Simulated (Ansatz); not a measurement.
# GaH2− (triplet): from Hartree-Fock to the top rungs, aug-cc-pVDZ

One table from this session's results is given with a row withheld; the runs are named, their logs left out.

Program: Ansatz 0.2.0, Gaussian basis. Level of theory: aug-cc-pVDZ, core rule «outside noble gas», up to 14 orbitals frozen. These are calculated values, not measurements.

The runs, in order: UHF; CCSD(T) on ROHF; CCSD(T) on UHF; BCCD(T) on ROHF; CISD; CCSDT(Q) on ROHF; CCSDT(Q) on UHF; CASSCF and MRCISD+Q, 6 electrons in 6 orbitals; CASSCF and NEVPT4(SD), 6 electrons in 6 orbitals; CASSCF and NEVPT2, 6 electrons in 6 orbitals.

33 further runs of the same task are left out: 6 for a known fault of the program, 11 that didn't finish, 16 set aside as unsound or not needed.

### The geometry

The geometry is a PBE0/def2-TZVP stationary point (not a proven minimum) of the parent state, kept for this charge and spin. No spin-orbit coupling is included. The filled d shell of Ga may be among the frozen orbitals whatever the setting's name suggests; the logs give the count.

3 atoms, charge -1, spin multiplicity 3.

Atoms are counted from 1 here; the program's logs count them from 0.

Bond lengths: Ga1–H2 1.593 Å, Ga1–H3 1.593 Å. Angles: H2–Ga1–H3 120.5°.

The first run:

File in.yaml:

```yaml
crystal:
  periodic: [false, false, false]
  atoms:
    - {symbol: Ga, position_ang: [0.000000, -0.022229, 0.000000]}
    - {symbol: H, position_ang: [0.000000, 0.768845, -1.383112]}
    - {symbol: H, position_ang: [0.000000, 0.768845, 1.383112]}
basis:
  gaussian: {orbitals: aug-cc-pVDZ}
total_charge: -1
magnetization: {spin_polarized: true, initial_magnetization: 2}
hamiltonian: {xc: hf}
output: {orbitals: {seedname: orbitals}}
```

On the command line:

```sh
$ ansatz run in.yaml --threads 1 --pin off --events-out ev --progress --plain --max-ram 2393MiB
```

Steps of the session up to this table: UHF; CCSD(T) on ROHF; CCSD(T) on UHF; BCCD(T) on ROHF; CISD; CCSDT(Q) on ROHF; CCSDT(Q) on UHF; CASSCF and MRCISD+Q, 6 electrons in 6 orbitals; CASSCF and NEVPT4(SD), 6 electrons in 6 orbitals; CASSCF and NEVPT2, 6 electrons in 6 orbitals.

One table of the session follows, with a row left open; its other results are not shown here.

It belongs to the step «Misses and costs». 

| method | from UCCSDT(Q) (meV) |
| --- | --- |
| ROHF | +2556.0 |
| UHF | +2520.8 |
| RMP2 | +662.9 |
| UMP2 | +651.5 |
| RCCSD | +85.9 |
| UCCSD | +77.7 |
| RCCSD(T) | +28.1 |
| UCCSD(T) | +20.3 |
| BCCD(T) | +27.8 |
| RCCSDT | +9.1 |
| UCCSDT | +1.4 |
| RCCSDT(Q) | +7.8 |
| UCCSDT(Q) | 0 |
| CASSCF valence | +1768.4 |
| NEVPT2 valence | +623.1 |
| NEVPT4(SD) valence | +114.3 |
| MRCISD valence | +90.9 |
| MRCISD+Q valence | ? |

**Question.** Estimate the row for MRCISD+Q valence.

As computed: from UCCSDT(Q) (meV): +2.3. In the column «from UCCSDT(Q) (meV)» it lies between UCCSDT (+1.4) and RCCSDT(Q) (+7.8).

Not comparable, so not listed: CISD (they don't share determinant, frozen orbitals or solution with the rows shown, or repeat one).

Caveats from the session: Restricted and unrestricted rows rest on different reference determinants; where their highest levels disagree by more than a few hundredths of an eV, they describe different states and don't form one ladder.
